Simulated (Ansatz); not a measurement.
# LuP (CsCl type): a single-point run

The task is a single-point run on LuP (CsCl type). The structure is shown as the input types it.

Method: Kohn-Sham DFT, with the functional, basis and potentials that each input names (as first typed), in Ansatz 0.2.0.

4 further runs of the same task are left out: 4 that didn't finish.

### Step 1. The system as given

Symmetry: Pm-3m, No. 221, cubic system. Conventional cell: a = 2.796 Å, b = 2.796 Å, c = 2.796 Å, α = 90.00°, β = 90.00°, γ = 90.00°. Around Lu (site symmetry m-3m) lie 8 P at 2.42 Å. Around P (site symmetry m-3m) lie 8 Lu at 2.42 Å.

Coordinates:

```xyz
2
Lattice="2.7965 0.0000 0.0000 0.0000 2.7965 0.0000 0.0000 0.0000 2.7965" Properties=species:S:1:pos:R:3 pbc="T T T"
Lu    0.0000    0.0000    0.0000
P     1.3982    1.3982    1.3982
```

### Step 2. The run

Contents of input.yaml:

```yaml
crystal:
  lattice:
    - [2.7964760528, 0.0, 0.0]
    - [0.0, 2.7964760528, 0.0]
    - [0.0, 0.0, 2.7964760528]
  atoms:
    - { symbol: Lu, position: [0.0, 0.0, 0.0] }
    - { symbol: P, position: [0.5, 0.5, 0.5] }
kpoints:
  mp_grid: { grid: [12, 12, 12] }
scf:
  occupations: { method: fermi_dirac, width: 0.1 }
  max_iter: 50
hamiltonian:
  xc: lda
  pseudopotentials: { kind: paw }
  hubbard: { sites: [{ species: P, l: p, u_eff: 40.0 }] }
output:
  forces: true
  stress: true
  eigenvalues: true
  populations: true
```

On the command line:

```bash
$ ansatz run input.yaml --threads 1 --pin off --max-ram 2048MiB --backend cpu --events-out ev --progress --plain --runs-dir out
```

**Question.** How will this run end, and is anything wrong with its input?

The run converged and reported no error, with warnings (filled band counts differ across k points). It gives a pressure of 267 GPa, which is large; a structure far from rest gives such values too, whatever the setting.

In the input, hamiltonian.hubbard.sites is [{species: P, l: p, u_eff: 40.0}]. A U of this value distorts the shell's occupations and the levels near the Fermi energy.

The test: delete hamiltonian.hubbard.sites.
